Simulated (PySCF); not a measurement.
**isopropenyloxytrimethylsilane (C6H14OSi): NMR shifts in solvents**

Aim: compute the NMR shifts of isopropenyloxytrimethylsilane (C6H14OSi) (`C=C(C)O[Si](C)(C)C`), and see what a dielectric continuum does where one was used.

Programs: PySCF 2.14.0, with density-fitted response routines of our own. Each step states its level of theory. These are calculated values for one molecule, in the gas phase or a continuum, unless marked as measured. Atoms are numbered from 0 throughout.

**1. The starting structure**

22 atoms, charge 0, multiplicity 1; geometry from: GFN2-xTB. The atoms were then displaced at random by about 0.01 Å, so the start is not that level's minimum.

Bonds of the start (Å): C0–C1 1.35, C1–C2 1.49, C1–O3 1.32, O3–Si4 1.68, Si4–C5 1.92, Si4–C6 1.89, Si4–C7 1.89, C0–H8 1.08, C0–H9 1.05, C2–H10 1.10, C2–H11 1.10, C2–H12 1.09, C5–H13 1.09, C5–H14 1.10, C5–H15 1.08, C6–H16 1.09, C6–H17 1.10, C6–H18 1.08, C7–H19 1.12, C7–H20 1.08, C7–H21 1.09.

**2. Geometry optimisation at PBE0-D3(BJ)/def2-SVP**

The job: settings as JSON, then the geometry in Å.

```
{"job": {"xc": "PBE0", "basis": "def2-SVP", "d3": "d3bj", "grid": 1, "shake": 0.01, "kind": "geom"}, "charge": 0, "multiplicity": 1}
C      1.970230    -1.205610     0.612200
C      1.784130    -0.014210     0.007270
C      2.903750     0.894140    -0.378880
O      0.623170     0.514130    -0.339490
Si    -0.981320     0.081210    -0.116890
C     -1.414290     0.001120     1.747850
C     -1.871040     1.529350    -0.947070
C     -1.397190    -1.559880    -0.961130
H      1.110290    -1.797320     0.880650
H      2.925810    -1.547230     0.866330
H      3.866670     0.473120    -0.053240
H      2.793600     1.869680     0.107090
H      2.899460     1.057460    -1.458230
H     -1.261980     0.957270     2.242070
H     -0.803950    -0.747480     2.269510
H     -2.449930    -0.260550     1.915350
H     -1.656970     1.585940    -2.010650
H     -2.963770     1.432080    -0.833120
H     -1.598850     2.476870    -0.511690
H     -2.511920    -1.693850    -1.025880
H     -1.031240    -2.419840    -0.426690
H     -0.999720    -1.622060    -1.972660
```

Command:

```bash
OMP_NUM_THREADS=1 python probes_run.py task.json out
```

The driver reads the jobs from task.json and runs them one after another.

The log of the run:

```text
step   0  E = -601.03969410  max force = 0.032766
step   1  E = -601.04604179  max force = 0.010326
step   2  E = -601.04638035  max force = 0.003113
step   3  E = -601.04641886  max force = 0.001213
step   4  E = -601.04643859  max force = 0.000990
step   5  E = -601.04644352  max force = 0.000428
optimisation converged
```

Run time: 1.8 min. Hardware: 1 thread of Arm Neoverse V1, shared host; peak memory 0.8 GiB.

Step by step:

| step | energy from step 0 (eV) | largest force component (eV/Å) |
| --- | --- | --- |
| 0 | 0.0000 | 1.6849 |
| 1 | -0.1727 | 0.5310 |
| 2 | -0.1819 | 0.1601 |
| 3 | -0.1830 | 0.0624 |
| 4 | -0.1835 | 0.0509 |
| 5 | -0.1837 | 0.0220 |

Distances of close pairs at the start and the end, largest changes first:

| bond | before (Å) | after (Å) | change (Å) |
| --- | --- | --- | --- |
| C0–H9 | 1.046 | 1.090 | +0.044 |
| Si4–C5 | 1.916 | 1.873 | -0.043 |
| C1–O3 | 1.322 | 1.349 | +0.027 |
| Si4–C6 | 1.892 | 1.867 | -0.024 |
| C7–H20 | 1.077 | 1.100 | +0.023 |
| C6–H18 | 1.078 | 1.101 | +0.023 |
| C7–H19 | 1.125 | 1.102 | -0.023 |
| C5–H15 | 1.081 | 1.102 | +0.021 |

The next job starts from the end point, and lists it.

| at the end point | value |
| --- | --- |
| point group (found at 0.08 Å tolerance) | C1 |
| rotational constants (GHz, main isotopes) | 2.404, 1.087, 0.994 |
| dipole moment (D) | 0.86 |

**3. NMR shieldings: PBE0/pcSseg-1 in chloroform**

The job: settings as JSON, then the geometry in Å.

```
{"job": {"kind": "nmr", "xc": "PBE0", "basis": "pcSseg-1", "solvent": "chloroform", "pop": true}, "charge": 0, "multiplicity": 1}
C      1.888774    -1.165241     0.622627
C      1.769376     0.024617     0.013438
C      2.929833     0.892845    -0.352041
O      0.600322     0.590726    -0.350880
Si    -1.006024     0.099408    -0.113235
C     -1.368488    -0.000063     1.721832
C     -1.995430     1.463480    -0.917887
C     -1.316753    -1.535550    -0.975237
H      1.021862    -1.779897     0.870401
H      2.874958    -1.550858     0.882441
H      3.885689     0.440801    -0.059811
H      2.830360     1.875918     0.135034
H      2.933360     1.073865    -1.438844
H     -1.211311     0.979641     2.199384
H     -0.721623    -0.730117     2.230219
H     -2.415936    -0.296806     1.891586
H     -1.780119     1.521607    -1.995955
H     -3.076127     1.290617    -0.794003
H     -1.750751     2.438600    -0.469560
H     -2.399818    -1.724499    -1.048330
H     -0.860430    -2.386398    -0.448405
H     -0.907533    -1.512690    -1.997350
```

Level: GIAO PBE0/pcSseg-1 NMR shielding, non-relativistic, IEF-PCM chloroform.

The log of the run:

```text
coarse grid: 17912 points
cycle   1  E = -601.1135534840  dE =  6.025e-01  |g| = 7.821e-01  |ddm| = 4.045e+00
cycle   2  E = -601.0521094419  dE =  6.144e-02  |g| = 9.825e-01  |ddm| = 1.353e+00
cycle   3  E = -601.2403565735  dE = -1.882e-01  |g| = 1.505e-01  |ddm| = 8.555e-01
cycle   4  E = -601.2446339700  dE = -4.277e-03  |g| = 2.905e-02  |ddm| = 1.236e-01
cycle   5  E = -601.2447742717  dE = -1.403e-04  |g| = 1.532e-02  |ddm| = 3.171e-02
cycle   6  E = -601.2448313428  dE = -5.707e-05  |g| = 2.190e-03  |ddm| = 1.275e-02
cycle   7  E = -601.2448323887  dE = -1.046e-06  |g| = 4.474e-04  |ddm| = 1.872e-03
final grid: 165592 points
cycle   8  E = -601.3020437993  dE = -3.628e-05  |g| = 1.189e-02  |ddm| = 3.570e-02
cycle   9  E = -601.3020188496  dE =  2.495e-05  |g| = 1.660e-02  |ddm| = 1.930e-02
cycle  10  E = -601.3020737860  dE = -5.494e-05  |g| = 2.240e-03  |ddm| = 1.221e-02
cycle  11  E = -601.3020748095  dE = -1.024e-06  |g| = 2.155e-04  |ddm| = 1.885e-03
cycle  12  E = -601.3020748145  dE = -4.937e-09  |g| = 1.511e-04  |ddm| = 2.592e-04
cycle  13  E = -601.3020748200  dE = -5.522e-09  |g| = 2.549e-05  |ddm| = 1.240e-04
cycle  14  E = -601.3020748201  dE = -1.367e-10  |g| = 5.548e-06  |ddm| = 2.399e-05
converged SCF energy = -601.3020748201

GIAO shielding tensors (ppm)
atom      isotropic    diamagn.    paramagn.     s11        s22        s33       span
  0 C       94.745     260.205    -165.460      7.693    127.175    149.369    141.675
  1 C       18.073     252.184    -234.110    -97.652     49.759    102.113    199.765
  2 C      159.568     247.233     -87.665    138.947    151.443    188.315     49.368
  3 O      183.424     406.477    -223.053    118.285    160.046    271.942    153.657
  4 Si     327.622     883.863    -556.241    312.219    323.125    347.522     35.303
  5 C      187.136     258.470     -71.334    179.581    186.818    195.008     15.428
  6 C      184.637     257.414     -72.777    176.087    185.525    192.299     16.213
  7 C      185.326     258.373     -73.046    178.930    185.461    191.588     12.659
  8 H       27.270      36.232      -8.961     24.454     26.372     30.985      6.532
  9 H       27.037      31.274      -4.237     24.708     26.252     30.151      5.444
 10 H       29.588      27.947       1.641     25.345     28.318     35.101      9.756
 11 H       29.336      28.955       0.381     25.527     28.014     34.467      8.941
 12 H       29.304      28.729       0.575     25.531     27.886     34.496      8.965
 13 H       31.129      32.570      -1.442     27.161     28.328     37.898     10.737
 14 H       30.474      33.879      -3.405     25.419     29.428     36.574     11.155
 15 H       31.352      30.889       0.463     27.344     28.512     38.201     10.857
 16 H       30.941      31.910      -0.969     26.887     28.478     37.460     10.573
 17 H       31.337      30.183       1.154     27.185     28.651     38.174     10.989
 18 H       30.975      32.068      -1.093     26.842     28.510     37.573     10.730
 19 H       31.275      30.820       0.455     27.163     28.582     38.080     10.917
 20 H       30.617      33.510      -2.893     25.973     29.205     36.672     10.699
 21 H       30.993      32.712      -1.719     27.116     28.355     37.507     10.390
```

Wall time 40 s (1 thread of Arm Neoverse V1, shared host); peak memory 1.2 GiB.

The references, computed at this level on geometries of the same kind, shield at (ppm): 1H TMS 31.25, 13C TMS 185.2, 29Si TMS 351.9, 17O H2O 341.0. Their shielding less the atom's gives the shift. The references are single molecules in the same continuum, so shifts against H2O, NH3, PH3, H3PO4 or CFCl3 are not on the usual liquid scales and can be off by tens of ppm. Atoms listed in one row are averaged.

| atoms | environment | σ (ppm) | δ (ppm) |
| --- | --- | --- | --- |
| C1 | alkene carbon bearing oxygen | 18.1 | 167.1 |
| C0 | β carbon of an enol-ether or enamine type C=C | 94.7 | 90.4 |
| C2 | allylic methyl carbon | 159.6 | 25.6 |
| C5, C6, C7 | methyl carbon bonded to Si | 185.7 | -0.5 |
| H9 | hydrogen on a β carbon of an enol-ether or enamine type C=C | 27.04 | 4.21 |
| H8 | hydrogen on a β carbon of an enol-ether or enamine type C=C | 27.27 | 3.98 |
| H10, H11, H12 | hydrogen on an allylic methyl carbon | 29.41 | 1.84 |
| H13, H14, H15, H16, H17 and 4 more | hydrogen on a methyl carbon bonded to Si | 31.01 | 0.24 |
| O3 | oxygen bonded to C, Si | 183.4 | 157.5 |
| Si4 | silicon bonded to 3 C, O | 327.6 | 24.2 |

The run also stored atomic charges by several schemes (e):

| atoms | Mulliken | IAO | Hirshfeld | ESP fit |
| --- | --- | --- | --- | --- |
| C0 | -0.27 | -0.45 | -0.17 | -0.89 |
| C1 | 0.03 | 0.23 | 0.08 | 0.62 |
| C2 | -0.21 | -0.43 | -0.12 | -0.63 |
| O3 | -0.64 | -0.59 | -0.20 | -0.61 |
| Si4 | 1.07 | 1.29 | 0.46 | 1.26 |
| C5, C6, C7 | -0.65 | -0.74 | -0.22 | -0.82 |

Mayer bond orders: C0–C1 1.87, C1–C2 1.06, C1–O3 1.00, O3–Si4 0.83, Si4–C5 0.98, Si4–C6 0.98, Si4–C7 0.97.

**4. Nuclear shieldings: PBE0/pcSseg-1 in dimethylsulfoxide**

The job, as its differences from that of step 3:

```diff
@@ -1,2 +1,2 @@
-{"job": {"kind": "nmr", "xc": "PBE0", "basis": "pcSseg-1", "solvent": "chloroform", "pop": true}, "charge": 0, "multiplicity": 1}
+{"job": {"kind": "nmr", "xc": "PBE0", "basis": "pcSseg-1", "solvent": "dimethylsulfoxide", "pop": false}, "charge": 0, "multiplicity": 1}
 C      1.888774    -1.165241     0.622627
```

Method: GIAO PBE0/pcSseg-1 NMR shielding, non-relativistic, IEF-PCM dimethylsulfoxide.

The log of the run:

```text
coarse grid: 17912 points
cycle   1  E = -601.1165052015  dE =  5.997e-01  |g| = 7.799e-01  |ddm| = 4.045e+00
cycle   2  E = -601.0582512563  dE =  5.825e-02  |g| = 9.726e-01  |ddm| = 1.326e+00
cycle   3  E = -601.2424101004  dE = -1.842e-01  |g| = 1.455e-01  |ddm| = 8.319e-01
cycle   4  E = -601.2463914700  dE = -3.981e-03  |g| = 2.804e-02  |ddm| = 1.178e-01
cycle   5  E = -601.2465263425  dE = -1.349e-04  |g| = 1.390e-02  |ddm| = 2.941e-02
cycle   6  E = -601.2465728652  dE = -4.652e-05  |g| = 2.241e-03  |ddm| = 1.161e-02
cycle   7  E = -601.2465739677  dE = -1.103e-06  |g| = 4.446e-04  |ddm| = 1.858e-03
final grid: 165592 points
cycle   8  E = -601.3037724526  dE = -3.647e-05  |g| = 1.186e-02  |ddm| = 3.567e-02
cycle   9  E = -601.3037480416  dE =  2.441e-05  |g| = 1.652e-02  |ddm| = 1.919e-02
cycle  10  E = -601.3038023634  dE = -5.432e-05  |g| = 2.183e-03  |ddm| = 1.206e-02
cycle  11  E = -601.3038033250  dE = -9.616e-07  |g| = 1.990e-04  |ddm| = 1.793e-03
cycle  12  E = -601.3038033291  dE = -4.124e-09  |g| = 1.397e-04  |ddm| = 2.387e-04
cycle  13  E = -601.3038033338  dE = -4.700e-09  |g| = 2.707e-05  |ddm| = 1.172e-04
cycle  14  E = -601.3038033340  dE = -1.560e-10  |g| = 5.661e-06  |ddm| = 2.438e-05
converged SCF energy = -601.3038033340

GIAO shielding tensors (ppm)
atom      isotropic    diamagn.    paramagn.     s11        s22        s33       span
  0 C       94.892     260.373    -165.481      7.726    126.973    149.977    142.252
  1 C       17.830     252.273    -234.443    -98.201     49.590    102.100    200.301
  2 C      159.722     247.353     -87.632    139.024    151.479    188.662     49.638
  3 O      183.336     406.652    -223.315    118.088    160.138    271.783    153.695
  4 Si     326.904     883.897    -556.993    312.038    322.310    346.365     34.327
  5 C      187.465     258.649     -71.184    179.853    187.134    195.408     15.554
  6 C      184.938     257.609     -72.670    176.356    185.764    192.695     16.338
  7 C      185.678     258.558     -72.880    179.194    185.804    192.036     12.843
  8 H       27.190      36.133      -8.943     24.357     26.317     30.896      6.539
  9 H       26.977      31.261      -4.284     24.653     26.188     30.091      5.438
 10 H       29.515      27.891       1.625     25.252     28.221     35.074      9.822
 11 H       29.328      28.932       0.396     25.514     27.987     34.482      8.969
 12 H       29.300      28.709       0.591     25.521     27.865     34.513      8.992
 13 H       31.143      32.590      -1.447     27.158     28.341     37.930     10.772
 14 H       30.479      33.904      -3.425     25.414     29.431     36.594     11.180
 15 H       31.269      30.846       0.423     27.220     28.408     38.178     10.958
 16 H       30.956      31.932      -0.976     26.894     28.488     37.487     10.593
 17 H       31.246      30.137       1.109     27.054     28.543     38.140     11.087
 18 H       30.994      32.094      -1.100     26.856     28.523     37.604     10.748
 19 H       31.196      30.777       0.419     27.046     28.483     38.060     11.014
 20 H       30.591      33.505      -2.913     25.930     29.167     36.678     10.748
 21 H       31.028      32.750      -1.722     27.142     28.388     37.554     10.412
```

Run time: 38 s. Hardware: 1 thread of Arm Neoverse V1, shared host; peak memory 1.1 GiB.

This run: δ C1 167.7, C0 90.6, C2 25.8, C5 -0.5, H9 4.26, H8 4.05 ppm (means over like atoms).

**5. Run by run: NMR shifts**

Shifts (ppm) of some atoms, chosen among heavy atoms and hydrogens apart, with basis size and wall time:

| run | C1 | C0 | C2 | H9 | H8 | O3 | Si4 | functions | time |
| --- | --- | --- | --- | --- | --- | --- | --- | --- | --- |
| PBE0/pcSseg-1 in chloroform | 167.1 | 90.4 | 25.6 | 4.21 | 3.98 | 157.5 | 24.2 | 213 | 40 s |
| PBE0/pcSseg-1 in dimethylsulfoxide | 167.7 | 90.6 | 25.8 | 4.26 | 4.05 | 159.7 | 24.9 | 213 | 38 s |

The continuum's effect on the ground state:

| solvent | ε | polarisation energy (Eh) | μ (D) |
| --- | --- | --- | --- |
| chloroform | 4.71 | -0.0041 | 1.01 |
| dimethylsulfoxide | 46.83 | -0.0062 | 1.11 |

**6. Summary of results**

| quantity | value |
| --- | --- |
| point group | C1 |
| rotational constants (main isotopes) | 2.40, 1.09, 0.99 GHz |
| 13C shifts against TMS (PBE0/pcSseg-1, chloroform, means over atoms taken as alike) | 167.1, 90.4, 25.6, -0.5 ppm |
| 1H shifts against TMS (PBE0/pcSseg-1, chloroform, means over atoms taken as alike) | 4.21, 3.98, 1.84, 0.24 ppm |
| 17O shifts against H2O (PBE0/pcSseg-1, chloroform) | 157.5 ppm |
| 29Si shifts against TMS (PBE0/pcSseg-1, chloroform) | 24.2 ppm |
| range of the shift of O3 | 157.5 to 159.7 ppm |

The optimisation took 5 steps and gained 0.184 eV; among the close pairs (by a distance rule), C0–H9 changed most, from 1.046 to 1.090 Å. The most deshielded carbon is C1 (alkene carbon bearing oxygen), at 167.1 ppm: an sp2 carbon further deshielded by the attached heteroatom. At PBE0/pcSseg-1: Shielding is most anisotropic at C1 (span 200 ppm, paramagnetic term -234 ppm). In ppm, O3 moves most: its shift spreads over 2.2 ppm, from 157.5 (PBE0/pcSseg-1 in chloroform) to 159.7 (PBE0/pcSseg-1 in dimethylsulfoxide). Most of that comes from the computed reference, not from the atom's own shielding. The continuum holds electrostatics alone: no hydrogen bonds to the solvent, and the gas-phase geometry is kept.
